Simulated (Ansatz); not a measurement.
**Si2W: response to strain**

Aim: deform Si2W (zz strain of +2 %) and compute stress, forces and field gradients with LAPW, PAW and all-electron datasets made for the crystal.

Program: Ansatz 0.2.0. Level of theory: DFT LDA, scalar-relativistic. These are calculated values, not measurements.

## Step 1: The starting structure

Symmetry: I4/mmm, No. 139, tetragonal system. Conventional cell: a = 3.212 Å, b = 3.212 Å, c = 7.880 Å, α = 90.00°, β = 90.00°, γ = 90.00°. Si (site symmetry 4mm) has 5 Si at 2.62 to 2.63 Å and 5 W at 2.62 Å as nearest neighbours. Around W (site symmetry 4/mmm) lie 10 Si at 2.62 Å.

Structure file:

```xyz
3
Lattice="-1.6060 1.6060 3.9400 1.6060 -1.6060 3.9400 1.6060 1.6060 -3.9400" Properties=species:S:1:pos:R:3 pbc="T T T"
Si    0.0000    0.0000    2.6240
Si    0.0000    0.0000    5.2560
W     0.0000    0.0000    0.0000
```

Atoms are numbered in the order of the input: Si1, Si2, W3.

## Step 2: The deformed structure

Space group I4/mmm before, I4/mmm after.

## Step 3: Full-potential LAPW

Contents of input.yaml:

```yaml
crystal:
  lattice:
    - [-1.606, 1.606, 4.0188]
    - [1.606, -1.606, 4.0188]
    - [1.606, 1.606, -4.0188]
  atoms:
    - { symbol: Si, position: [0.333, 0.333, 0.0] }
    - { symbol: Si, position: [0.667, 0.667, 0.0] }
    - { symbol: W, position: [0.0, 0.0, 0.0] }
kpoints:
  mp_grid: { grid: [11, 11, 14] }
  band_path:
    path:
      - [0.0, 0.0, 0.0]
      - [0.0, 0.0, 0.5]
      - [0.25, 0.25, 0.25]
      - [0.0, 0.5, 0.0]
      - [0.0, 0.0, 0.0]
      - [0.5, 0.5, -0.5]
      - [0.2899243913, 0.7100756087, -0.2899243913]
      - [-0.2899243913, 0.2899243913, 0.2899243913]
      - [0.0, 0.0, 0.0]
    npoints: 5
scf:
  occupations: { method: fermi_dirac, width: 0.05 }
hamiltonian:
  xc: lda
  pseudopotentials: { kind: all_electron, lapw: { basis_error: 0.001 } }
output:
  forces: true
  stress: true
  eigenvalues: true
```

Launch:

```console
$ ansatz run input.yaml --threads 1 --pin off --max-ram 6144MiB --backend cpu --events-out ev --progress --plain --runs-dir out
```

## Step 4: PAW with frozen cores

Contents of input.yaml:

```yaml
crystal:
  lattice:
    - [-1.606, 1.606, 4.0188]
    - [1.606, -1.606, 4.0188]
    - [1.606, 1.606, -4.0188]
  atoms:
    - { symbol: Si, position: [0.333, 0.333, 0.0] }
    - { symbol: Si, position: [0.667, 0.667, 0.0] }
    - { symbol: W, position: [0.0, 0.0, 0.0] }
kpoints:
  mp_grid: { grid: [11, 11, 14] }
scf:
  occupations: { method: fermi_dirac, width: 0.05 }
hamiltonian:
  xc: lda
  pseudopotentials: { kind: paw }
output:
  forces: true
  stress: true
  eigenvalues: true
  efg: { contact_densities: true }
```

## Step 5: Datasets made for this crystal

input.yaml: that of step 4 with these lines changed.

```diff
@@ -15,3 +15,3 @@
   xc: lda
-  pseudopotentials: { kind: paw }
+  pseudopotentials: { kind: all_electron, datasets: crystal }
 output:
```

(Steps that only read results are left out.)

Q: Predict the outcome of this session. Wanted: pressure; largest shear or deviatoric stress.

As calculated:

| quantity | value |
| --- | --- |
| pressure | LAPW -11.44, PAW -11.43, crystal datasets -11.44 GPa |
| largest shear or deviatoric stress (LAPW) | 7.12 GPa |

What this shows: The largest part of the stress beyond the pressure is 7.12 GPa in size, in the zz component; the atoms are carried along and not relaxed. No run of the undeformed cell stands beside it, so the pressure holds what the given cell had before the change. PAW: stress within 0.02 GPa of LAPW, forces within 2 meV/Å. Crystal datasets: stress within 0.01 GPa of LAPW, forces within 1 meV/Å. Spin-orbit coupling is left out, though the cell holds W; in elements this heavy it can shift bands and gaps by tenths of an eV. The k mesh doesn't keep the crystal's whole symmetry, which leaves small spurious terms.
